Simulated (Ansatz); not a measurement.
# One shape, several levels: SiAsNH6 (SMILES N[AsH][SiH3])

Wanted: a comparison of 4 runs (HF/STO-3G, HF/3-21G, PBE0/def2-SVP, MP2/3-21G) of SiAsNH6. 

The results are computed with Ansatz 0.2.0.

5 further runs of the same task are left out: 2 for a known fault of the program, 2 that didn't finish, 1 set aside as unsound or not needed.

### 1 The molecule

SiAsNH6 has 9 atoms, charge 0, and is taken as a singlet. As SMILES, `N[AsH][SiH3]`. The shape is that of a PBE0-D4/def2-TZVP optimisation. This is one conformer, not always the lowest.

Bond lengths: N1–As2 1.864 Å, As2–Si3 2.365 Å, N1–H4 1.011 Å, N1–H5 1.011 Å, As2–H6 1.537 Å, Si3–H7 1.488 Å, Si3–H8 1.485 Å, Si3–H9 1.489 Å. Some angles: N1–As2–Si3 95.0°, N1–As2–H6 101.5°, Si3–As2–H6 91.9°, As2–N1–H4 110.5°, As2–N1–H5 114.1°, As2–Si3–H7 108.9°, As2–Si3–H8 109.3°, As2–Si3–H9 111.1°, H4–N1–H5 108.7°, H7–Si3–H8 109.3°.

### 2 Energy and gradient at HF/STO-3G (run 1)

Input file input.yaml:

```yaml
crystal:
  periodic: [false, false, false]
  atoms:
    - {symbol: N, position_ang: [-1.101100, 0.719000, -1.145600]}
    - {symbol: As, position_ang: [0.735100, 0.438100, -0.988900]}
    - {symbol: Si, position_ang: [0.557300, -1.064700, 0.828600]}
    - {symbol: H, position_ang: [-1.303700, 1.291400, -1.954300]}
    - {symbol: H, position_ang: [-1.525300, 1.144300, -0.332300]}
    - {symbol: H, position_ang: [1.144100, 1.592600, -0.059800]}
    - {symbol: H, position_ang: [1.889500, -1.194000, 1.477900]}
    - {symbol: H, position_ang: [0.123900, -2.393300, 0.326700]}
    - {symbol: H, position_ang: [-0.431200, -0.579700, 1.830600]}
basis:
  gaussian:
    orbitals: STO-3G
hamiltonian:
  xc: hf
output: {forces: true, orbitals: {seedname: orbitals}}
accuracy: high
```

Command:

```console
$ ansatz run input.yaml --threads 1 --pin off --max-ram 2610MiB --events-out events.jsonl --progress --plain --runs-dir runs
```

Standard output:

```text
Warning: RAYON_NUM_THREADS=1 ignored (pool sized by the plan → 1); use --threads N
Functional definition: HF
  name "HF"
  exchange = exact_x
  correlation = 0
652 factors; integrals over basis functions are off by at most 1.9e-8 eV
mean field evaluation 1: about -69445.9515 eV, gradient 1.4e1 eV
mean field evaluation 2: about -69446.0281 eV, gradient 1.4e1 eV
mean field evaluation 4: about -69446.7423 eV, gradient 9.1e-1 eV
mean field evaluation 8: about -69446.7483 eV, gradient 2.3e-6 eV
mean field -69446.74830828 eV, -2552.1209276328 hartree, gradient 2.5e-8 eV, S^2 0.000000; 0 other end points of the search recorded, 0 dependent functions left out
the calculation of the forces begins
reference -69446.74830828 eV, -2552.1209276328 hartree; 30, 30 occupied and 8, 8 virtual orbitals, 652 factors
Total energy: -69446.74830828 eV, -2552.1209276328 hartree
Atom 0 at    -1.101100     0.719000    -1.145600 Å, force     1.562558    -1.034341    -0.074329 eV/Å
Atom 1 at     0.735100     0.438100    -0.988900 Å, force    -0.259606     0.527914     1.886233 eV/Å
Atom 2 at     0.557300    -1.064700     0.828600 Å, force     0.076354    -0.672015     0.358425 eV/Å
Atom 3 at    -1.303700     1.291400    -1.954300 Å, force    -0.361792     0.589851    -0.450095 eV/Å
Atom 4 at    -1.525300     1.144300    -0.332300 Å, force    -0.390730     0.611259     0.565292 eV/Å
Atom 5 at     1.144100     1.592600    -0.059800 Å, force    -0.717416    -1.050911    -1.145835 eV/Å
Atom 6 at     1.889500    -1.194000     1.477900 Å, force    -1.569775     0.112145    -0.680402 eV/Å
Atom 7 at     0.123900    -2.393300     0.326700 Å, force     0.503487     1.449393     0.680783 eV/Å
Atom 8 at    -0.431200    -0.579700     1.830600 Å, force     1.156920    -0.533296    -1.140073 eV/Å
Dipole moment:     0.014454     0.260532     0.213486 e Å
```

Wall time 2.2 s (1 thread of Intel Xeon Platinum 8488C (Sapphire Rapids), shared host).

### 3 Energy and gradient at HF/3-21G (run 2)

Input file job.yaml:

```yaml
crystal:
  periodic: [false, false, false]
  atoms:
    - symbol: N
      position_ang: [-1.101100, 0.719000, -1.145600]
    - symbol: As
      position_ang: [0.735100, 0.438100, -0.988900]
    - symbol: Si
      position_ang: [0.557300, -1.064700, 0.828600]
    - symbol: H
      position_ang: [-1.303700, 1.291400, -1.954300]
    - symbol: H
      position_ang: [-1.525300, 1.144300, -0.332300]
    - symbol: H
      position_ang: [1.144100, 1.592600, -0.059800]
    - symbol: H
      position_ang: [1.889500, -1.194000, 1.477900]
    - symbol: H
      position_ang: [0.123900, -2.393300, 0.326700]
    - symbol: H
      position_ang: [-0.431200, -0.579700, 1.830600]
basis:
  gaussian: {orbitals: 3-21G-spherical.json}
magnetization: {spin_polarized: false, initial_magnetization: 0}
hamiltonian: {xc: hf}
accuracy: high
output: {forces: true, orbitals: {seedname: orbitals}}
```

The basis set 3-21G is read from a file made from the Basis Set Exchange's data (not shown).

Command:

```console
$ ansatz run job.yaml --threads 1 --pin off --max-ram 2610MiB --events-out events.jsonl --progress --plain --runs-dir runs
```

Standard output:

```text
Warning: RAYON_NUM_THREADS=1 ignored (pool sized by the plan → 1); use --threads N
Functional definition: HF
  name "HF"
  exchange = exact_x
  correlation = 0
1165 factors; integrals over basis functions are off by at most 4.5e-9 eV
mean field evaluation 1: about -69888.6956 eV, gradient 2.3e1 eV
mean field evaluation 2: about -69889.0004 eV, gradient 2.4e1 eV
mean field evaluation 4: about -69890.4143 eV, gradient 2.0e0 eV
mean field evaluation 8: about -69890.4333 eV, gradient 9.6e-2 eV
mean field evaluation 16: about -69890.4334 eV, gradient 2.8e-8 eV
mean field -69890.43337276 eV, -2568.4260530118 hartree, gradient 2.8e-8 eV, S^2 0.000000; 0 other end points of the search recorded, 0 dependent functions left out
the calculation of the forces begins
reference -69890.43337276 eV, -2568.4260530118 hartree; 30, 30 occupied and 26, 26 virtual orbitals, 1165 factors
Total energy: -69890.43337276 eV, -2568.4260530118 hartree
Atom 0 at    -1.101100     0.719000    -1.145600 Å, force     0.781605     0.943735     0.087466 eV/Å
Atom 1 at     0.735100     0.438100    -0.988900 Å, force    -0.244432     0.378944    -0.320498 eV/Å
Atom 2 at     0.557300    -1.064700     0.828600 Å, force    -0.084638    -0.721668     0.529743 eV/Å
Atom 3 at    -1.303700     1.291400    -1.954300 Å, force    -0.307039    -0.387348    -0.016555 eV/Å
Atom 4 at    -1.525300     1.144300    -0.332300 Å, force    -0.204952    -0.328776    -0.106739 eV/Å
Atom 5 at     1.144100     1.592600    -0.059800 Å, force     0.029134     0.093794    -0.185248 eV/Å
Atom 6 at     1.889500    -1.194000     1.477900 Å, force     0.002510    -0.010429     0.012889 eV/Å
Atom 7 at     0.123900    -2.393300     0.326700 Å, force     0.014648    -0.005283     0.026304 eV/Å
Atom 8 at    -0.431200    -0.579700     1.830600 Å, force     0.013162     0.037031    -0.027361 eV/Å
Dipole moment:    -0.055165     0.332299     0.093550 e Å
```

Wall time 2.3 s (1 thread of Intel Xeon Platinum 8488C (Sapphire Rapids), shared host).

Run 3 isn't shown in full; the table further down has it.

### 4 Energy and gradient at MP2/3-21G (run 4)

Input file in.yaml:

```yaml
crystal:
  periodic: [false, false, false]
  atoms:
    - symbol: N
      position_ang: [-1.101100, 0.719000, -1.145600]
    - symbol: As
      position_ang: [0.735100, 0.438100, -0.988900]
    - symbol: Si
      position_ang: [0.557300, -1.064700, 0.828600]
    - symbol: H
      position_ang: [-1.303700, 1.291400, -1.954300]
    - symbol: H
      position_ang: [-1.525300, 1.144300, -0.332300]
    - symbol: H
      position_ang: [1.144100, 1.592600, -0.059800]
    - symbol: H
      position_ang: [1.889500, -1.194000, 1.477900]
    - symbol: H
      position_ang: [0.123900, -2.393300, 0.326700]
    - symbol: H
      position_ang: [-0.431200, -0.579700, 1.830600]
basis:
  gaussian: {orbitals: 3-21G-spherical.json}
correlation: {method: mp2, frozen_orbitals: {As: 9, H: 0, "N": 1, Si: 5}}
accuracy: high
output: {forces: true, orbitals: {seedname: orbitals}}
```

The basis set 3-21G is read from a file made from the Basis Set Exchange's data (not shown).

Command:

```console
$ ansatz run in.yaml --threads 1 --pin off --max-ram 2610MiB --events-out events.jsonl --progress --plain --runs-dir runs
```

Standard output:

```text
Warning: RAYON_NUM_THREADS=1 ignored (pool sized by the plan → 1); use --threads N
Functional definition: HF
  name "HF"
  exchange = exact_x
  correlation = 0
1165 factors; integrals over basis functions are off by at most 4.5e-9 eV
mean field evaluation 1: about -69888.6956 eV, gradient 2.3e1 eV
mean field evaluation 2: about -69889.0004 eV, gradient 2.4e1 eV
mean field evaluation 4: about -69890.4143 eV, gradient 2.0e0 eV
mean field evaluation 8: about -69890.4333 eV, gradient 9.6e-2 eV
mean field evaluation 16: about -69890.4334 eV, gradient 2.8e-8 eV
mean field -69890.43337276 eV, -2568.4260530118 hartree, gradient 2.8e-8 eV, S^2 0.000000; 0 other end points of the search recorded, 0 dependent functions left out
15 core orbitals not correlated: weight in the atoms' cores, before any rotation towards them, 1.000 or more for the frozen orbitals, at most 0.000 for the correlated occupied ones
reference -69890.43337276 eV, -2568.4260530118 hartree; 15, 15 occupied and 26, 26 virtual orbitals, 1165 factors
second order -6.00741244 eV of doubles, -0.00000000 eV of singles
the calculation of the forces begins
Total energy: -69896.44078520 eV, -2568.6468213471 hartree
Atom 0 at    -1.101100     0.719000    -1.145600 Å, force     0.613509     0.107000    -0.002582 eV/Å
Atom 1 at     0.735100     0.438100    -0.988900 Å, force     0.072963     0.321259    -0.668635 eV/Å
Atom 2 at     0.557300    -1.064700     0.828600 Å, force    -0.109205    -0.580354     0.461821 eV/Å
Atom 3 at    -1.303700     1.291400    -1.954300 Å, force    -0.370148     0.029598    -0.559161 eV/Å
Atom 4 at    -1.525300     1.144300    -0.332300 Å, force    -0.463360    -0.006376     0.476423 eV/Å
Atom 5 at     1.144100     1.592600    -0.059800 Å, force     0.251494     0.280775     0.072311 eV/Å
Atom 6 at     1.889500    -1.194000     1.477900 Å, force     0.210054    -0.037055     0.124622 eV/Å
Atom 7 at     0.123900    -2.393300     0.326700 Å, force    -0.056186    -0.207226    -0.058015 eV/Å
Atom 8 at    -0.431200    -0.579700     1.830600 Å, force    -0.149121     0.092378     0.153216 eV/Å
Dipole moment:    -0.090005     0.342674     0.069769 e Å
```

It took 3.3 s on 1 thread of Intel Xeon Platinum 8488C (Sapphire Rapids), shared host.

### 5 The series

| run | level | frozen core orbitals | energy (Eh) | dipole moment (D) | HOMO energy (eV) | LUMO energy (eV) | wall time |
| --- | --- | --- | --- | --- | --- | --- | --- |
| 1 | HF/STO-3G | – | -2552.120928 | 1.62 | -7.04 | 9.46 | 2.2 s |
| 2 | HF/3-21G | – | -2568.426053 | 1.68 | -9.44 | 3.34 | 2.3 s |
| 3 | PBE0/def2-SVP | – | -2582.845104 | 1.47 | -7.05 | 0.01 | 11 s |
| 4 | MP2/3-21G | 15 | -2568.646821 | 1.73 | -9.44 | 3.34 | 3.3 s |

### 6 Summary of results

```
                                           quantity           value
                                run 4: total energy  -2568.64682 Eh
          run 4: dipole moment (correlated density)          1.73 D
         run 4: HOMO energy (Hartree–Fock orbitals)        -9.44 eV
         run 4: LUMO energy (Hartree–Fock orbitals)         3.34 eV
       run 4: HOMO–LUMO gap (Hartree–Fock orbitals)        12.79 eV
run 4: correlation energy (15 core orbitals frozen)      -220.8 mEh
                    run 4: largest force on an atom      0.750 eV/Å
```

What this shows: The dipole moment (its size) runs from 1.47 D (PBE0/def2-SVP) to 1.73 D (MP2/3-21G). The two ends differ in method and basis. Over runs 1, 2, 3 the HOMO–LUMO gap runs from 7.05 eV (PBE0/def2-SVP) to 16.50 eV (HF/STO-3G). In run 1 the basis is minimal, so the values are rough. All runs together took 18 s, the longest 11 s.
